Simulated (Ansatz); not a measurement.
KMnF3, space group Pm-3m, a scan of the Hubbard U

Program: Ansatz's Python interface.

At the Python prompt:
```pycon
>>> import ansatz
>>> import numpy as np
>>> from tabulate import tabulate
>>> def count_gap(report):
...     # lowest empty less highest filled band, counting bands; zero where they overlap
...     return max(report.get("gap_by_band_count_ev") or 0.0, 0.0)
...
>>> structure = (
...     ansatz.Lattice.cubic(4.1893)
...     .space_group(221)
...     .atom("K", [0.5, 0.5, 0.5])
...     .atom("Mn", [0.0, 0.0, 0.0])
...     .atom("F", [0.5, 0.0, 0.0])
...     .moments(Mn=5.2)
... )
>>> calc = structure.calculation()
>>> calc = calc.functional(ansatz.Functional.PBESOL)
>>> calc = calc.kpoints(5).spin("collinear")
>>> calc = calc.occupations("fermi_dirac", width=0.15)
>>> calc = calc.band_table()
>>> rows = []
>>> for u in [1.0, 3.0, 5.0, 7.0]:
...     data = calc.hubbard("Mn", "d", u_eff=u).run().report
...     shell = data["hubbard"]["n_scf"]
...     rows.append((u, count_gap(data), sum(shell) / len(shell), max(abs(m) for m in data["site_moments_mub"]), data["n_iterations"]))
...
DeckWarning: basis.ecutwfc = 420 eV, auto-derived from the records' recommended cutoffs: set by K (normal level)
DeckWarning: where an SCF of this run starts from atoms to list the orders of its open shells, Mn (site 1, from 0) starts with 5.00 μB on its 3d shell, in the place of the 5.20 μB that the deck gives it: its open shells can hold no more by Hund's first rule. To start from spheres of the given moment, type scf.initial_density.shell_occupations: []
>>> print(tabulate(rows, headers=["U_eff eV", "gap by band count eV", "Mn d occupation (projector)", "largest moment muB", "iterations"], floatfmt=".4f", tablefmt="pipe"))
|   U_eff eV |   gap by band count eV |   Mn d occupation (projector) |   largest moment muB |   iterations |
|-----------:|-----------------------:|------------------------------:|---------------------:|-------------:|
|     1.0000 |                 1.6680 |                        5.2569 |               4.1633 |           13 |
|     3.0000 |                 2.3837 |                        5.2236 |               4.1934 |           12 |
|     5.0000 |                 2.9924 |                        5.1948 |               4.2173 |           11 |
|     7.0000 |                 3.4927 |                        5.1700 |               4.2364 |           11 |
>>> print("eigenvalues of the first occupation matrix at the last U, by spin:")
eigenvalues of the first occupation matrix at the last U, by spin:
>>> for channel in data["hubbard"]["n_eig"][0]:
...     print("  ", " ".join(f"{n:.3f}" for n in channel))
...
   0.996 0.996 0.999 0.999 0.999
   0.020 0.020 0.020 0.060 0.060
```

From U = 1 to 7 eV the largest site moment goes from 4.16 to 4.24 μB.

Reading the output:
- Other magnetic orders than the one started from may lie lower.
- Along an axis with an odd division the mesh misses the point at one half; a gap read on a finite mesh is an upper bound on this functional's gap.
- Semilocal gaps usually lie well under measured ones.
- With one magnetic atom the cell can hold only ferromagnetic order.
- An opening on this mesh may only mean that it misses a point where bands touch.
- The structure is a deposited one; some such entries were measured under pressure or heat, so a shift against it needn't be the functional's error alone.
- Levels are Kohn-Sham eigenvalues on this mesh.
- Warnings are shown shortened and without file and line.
- Shell occupations and the effect of U depend on the projectors; a run with no .spin step is spin-unpolarised, and each U may end in a state that isn't the lowest.
- It ran for 22 s on 1 thread of Arm Neoverse V1 (shared host), peak memory 0.43 GiB.
